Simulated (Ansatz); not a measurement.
# Ti2C: the cost of one run

Computed with Ansatz 0.2.0 (DFT r2SCAN, scalar-relativistic, plane waves, PAW, unless a step's input says otherwise).

1 further run of the same task is left out (set aside as unsound or not needed). Runs told in other sessions of the task aren't counted.

### 1 The starting structure

Symmetry: Fd-3m, No. 227, cubic system. The conventional cell has a = 8.620 Å, b = 8.620 Å, c = 8.620 Å, α = 90.00°, β = 90.00°, γ = 90.00°. Ti (site symmetry 3m) has 3 C at 2.10 Å in its first shell of neighbours. Around C (site symmetry -3m) lie 6 Ti at 2.10 Å.

As a file:

```
CELL_PARAMETERS angstrom
0.00000 4.31017 4.31017
4.31017 0.00000 4.31017
4.31017 4.31017 0.00000
ATOMIC_POSITIONS crystal
Ti 0.85605 0.38132 0.38132
Ti 0.38132 0.38132 0.38132
Ti 0.38132 0.38132 0.85605
Ti 0.86868 0.39395 0.86868
Ti 0.86868 0.86868 0.86868
Ti 0.39395 0.86868 0.86868
Ti 0.86868 0.86868 0.39395
Ti 0.38132 0.85605 0.38132
C 0.62500 0.62500 0.62500
C 0.12500 0.62500 0.62500
C 0.62500 0.62500 0.12500
C 0.62500 0.12500 0.62500
```

It goes back to an entry of the Materials Project, which need not be the stable form.

This cell was relaxed beforehand with the same method: volume 13.35 Å³/atom, gap on the mesh none (metal).

### 2 Static run: bands, density of states and charges

The input, input.yaml:

```yaml
crystal:
  lattice:
    - [0.0, 4.3101661689, 4.3101661689]
    - [4.3101661689, 0.0, 4.3101661689]
    - [4.3101661689, 4.3101661689, 0.0]
  atoms:
    - { symbol: Ti, position: [0.8560534353, 0.3813155216, 0.3813155216] }
    - { symbol: Ti, position: [0.3813155216, 0.3813155216, 0.3813155216] }
    - { symbol: Ti, position: [0.3813155216, 0.3813155216, 0.8560534353] }
    - { symbol: Ti, position: [0.8686844784, 0.3939465647, 0.8686844784] }
    - { symbol: Ti, position: [0.8686844784, 0.8686844784, 0.8686844784] }
    - { symbol: Ti, position: [0.3939465647, 0.8686844784, 0.8686844784] }
    - { symbol: Ti, position: [0.8686844784, 0.8686844784, 0.3939465647] }
    - { symbol: Ti, position: [0.3813155216, 0.8560534353, 0.3813155216] }
    - { symbol: C, position: [0.625, 0.625, 0.625] }
    - { symbol: C, position: [0.125, 0.625, 0.625] }
    - { symbol: C, position: [0.625, 0.625, 0.125] }
    - { symbol: C, position: [0.625, 0.125, 0.625] }
basis:
  ecutwfc: 500
kpoints:
  mp_grid: { grid: [8, 8, 8] }
  band_path:
    path:
      - [[0.0, 0.0, 0.0], [0.5, 0.0, 0.5], [0.625, 0.25, 0.625]]
      - [[0.375, 0.375, 0.75], [0.0, 0.0, 0.0], [0.5, 0.5, 0.5], [0.5, 0.25, 0.75], [0.5, 0.0, 0.5]]
    npoints: 10
hamiltonian:
  xc: r2scan
scf:
  occupations: { method: gaussian, width: 0.1 }
  n_extra_bands: 30
output:
  forces: true
  stress: true
  eigenvalues: true
  populations: true
  dos: { projected: true, de: 0.02, nscf_kmesh: { grid: [12, 12, 12] } }
  bader: false
  write_density: true
  write_potential: true
  elf: true
  volumetric_format: npy
```

Launch:

```bash
$ ansatz run input.yaml --threads 2 --pin off --max-ram 5120MiB --backend cpu --events-out ev --progress --plain --runs-dir out
```

**Question.** How long does this run take on 2 threads of Oxide Virtual Turin-like (Zen 5), shared host, and how much memory does it need?

About 49 s, with a peak of 1.3 GiB.
